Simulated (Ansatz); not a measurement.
# InSb3 under changes of volume

One of the cells (27.758 Å³/atom); the others are scaled copies at fixed shape and fractional positions:

```
CELL_PARAMETERS angstrom
4.80637 0.00000 0.00000
0.00000 4.80637 0.00000
0.00000 0.00000 4.80637
ATOMIC_POSITIONS crystal
Sb 0.50000 0.50000 0.00000
Sb 0.00000 0.50000 0.50000
Sb 0.50000 0.00000 0.50000
In 0.00000 0.00000 0.00000
```

The cell comes from a database or a generator and needn't be the stable form of this composition.

| Quantity | Value |
| --- | --- |
| Program | Ansatz 0.2.0 |
| Functional | LDA |
| Potentials or basis | Ansatz PAW |
| Cutoff | 420 eV (not typed: the program's choice for these potentials) |
| k mesh | 6 × 6 × 6 |
| Occupations | fermi-dirac, width 0.05 eV |
| Spin | no spin polarisation |

```tsv
volume (Å³/atom)	energy over the lowest point (meV/atom)	pressure (GPa)
26.093	0.00	-0.6
26.648	4.37	-1.9
27.203	?	?
27.758	24.51	-3.8
28.313	39.36	-4.6
28.868	56.79	-5.3
29.424	76.40	-5.9
```

What does the run at 27.203 Å³/atom give?

Energy over the lowest point 12.69 meV/atom; pressure -2.9 GPa.

Worked out: A Birch-Murnaghan fit of order 3 (a polynomial in V^(-2/3)) to the other rows has its minimum at 25.85 Å³/atom, just outside them, with B0 = V·E''(V) = 66 GPa and B' = 5.7. It gives 12.71 meV/atom at 27.203 Å³/atom, against the run's 12.69, and -dE/dV = -2.9 GPa, against -2.9.

Energies are extrapolated to zero smearing.

Caveats: the PAW data sets come from PBE, with cores solved anew for the run's functional, which leaves a small shift of forces and pressure.
